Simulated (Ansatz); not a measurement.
**B2P in Ansatz: the effect of strain**

Crystal: B2P.

```
CELL_PARAMETERS angstrom
1.45452 0.83976 3.92488
-1.45452 0.83976 3.92488
0.00000 -1.67952 3.92488
ATOMIC_POSITIONS crystal
B 0.42934 0.42934 0.42934
B 0.57066 0.57066 0.57066
P 0.00000 0.00000 0.00000
```

The cell was built by a generator and needn't be a form met in nature.

The cell isn't the ideal one: strained by -4 %.

Alike in all runs:

| Quantity | Value |
| --- | --- |
| Program | Ansatz 0.2.0 |
| Task | relaxation of the atoms |
| Functional | PBE |
| Potentials or basis | Ansatz PAW |
| Cutoff | 420 eV (not typed: the program's choice for these potentials) |
| k mesh | 10 × 10 × 10 |
| Occupations | fermi-dirac, width 0.05 eV |
| Spin | no spin polarisation |

Each run relaxes the cell or the atoms first.

One run gave: pressure 2.6 GPa. Which strain did it use?
A. -0.02
B. -0.01
C. -0.04

B.

```csv
strain,pressure (GPa)
-0.04,12.6
-0.02,5.7
-0.01,2.6
```

Caveats: the thresholds are loose for stress.
